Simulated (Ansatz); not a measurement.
**Li (Lithium): properties at the relaxed cell**

An exercise on one series of results from a longer session: the logs are not shown, and one member is left open.

Computed with Ansatz 0.2.0 (DFT PBE+D3(BJ), scalar-relativistic, plane waves, PAW, unless a step's input says otherwise).

## The system as given

The structure is cubic, space group Im-3m (No. 229). The conventional cell has a = 3.324 Å, b = 3.324 Å, c = 3.324 Å, α = 90.00°, β = 90.00°, γ = 90.00°. Li (site symmetry m-3m) is surrounded by 8 Li at 2.88 Å.

As a file:

```
CELL_PARAMETERS angstrom
-1.66183 1.66183 1.66183
1.66183 -1.66183 1.66183
1.66183 1.66183 -1.66183
ATOMIC_POSITIONS crystal
Li 0.00000 0.00000 0.00000
```

It is the result of an earlier relaxation at this level (volume 18.36 Å³/atom; gap on the mesh: none (metal)).

Set-up of the first run:

Input file input.yaml:

```yaml
crystal:
  lattice:
    - [-1.6618312031, 1.6618312031, 1.6618312031]
    - [1.6618312031, -1.6618312031, 1.6618312031]
    - [1.6618312031, 1.6618312031, -1.6618312031]
  atoms:
    - { symbol: Li, position: [0.0, 0.0, 0.0] }
basis:
  ecutwfc: 420
kpoints:
  mp_grid: { grid: [18, 18, 18] }
  band_path:
    path:
      - [[0.0, 0.0, 0.0], [0.5, -0.5, 0.5], [0.0, 0.0, 0.5], [0.0, 0.0, 0.0], [0.25, 0.25, 0.25], [0.5, -0.5, 0.5]]
      - [[0.25, 0.25, 0.25], [0.0, 0.0, 0.5]]
    npoints: 14
hamiltonian:
  xc: pbe
  dispersion: d3bj
scf:
  occupations: { method: gaussian, width: 0.1 }
  n_extra_bands: 6
output:
  forces: true
  stress: true
  eigenvalues: true
  populations: true
  dos: { projected: true, de: 0.02, nscf_kmesh: { grid: [27, 27, 27] } }
  bader: true
  write_density: true
  write_potential: true
  elf: true
  volumetric_format: npy
```

Run with:

```console
ansatz run input.yaml --threads 1 --pin off --max-ram 2560MiB --backend cpu --events-out ev --progress --plain --runs-dir out
```

Steps of the session up to this table: Static run: bands, density of states and charges; Back to the database's cell; The cell scaled to 0.97 of its volume; The cell scaled to 1.03 of its volume; Point at V/V0 = 0.94; The cell scaled to 1.06 of its volume; Volume × 0.91; Point at V/V0 = 1.10; The cell scaled to 0.88 of its volume.

One of the session's tables, all rows but one given; the rest of the session is left out.

It belongs to the step «Fit of the equation of state». 

```
volume (Å³/atom)  energy above the lowest point (meV/atom)  pressure (GPa)
          16.155                                      15.1            2.44
          16.706                                       8.0            1.69
          17.256                                         ?               ?
          17.807                                       0.8            0.47
          18.358                                       0.0           -0.03
          18.909                                       0.9           -0.46
          19.459                                       3.1           -0.85
          20.194                                       8.1           -1.29
```

**Question.** Estimate the row for volume (Å³/atom) = 17.256.

Worked estimate for «energy above the lowest point (meV/atom)». A straight line through the neighbours (16.706, 8.0) and (17.807, 0.8) gives 8.0 + (0.8 − 8.0) × (17.256 − 16.706) / (17.807 − 16.706) = 4.4; a parabola fitted to 4 rows on both sides gives 3.4.

**Answer.** energy above the lowest point (meV/atom): 3.3; pressure (GPa): 1.04. In «energy above the lowest point (meV/atom)» the line misses by +1.1 and the parabola by +0.1.
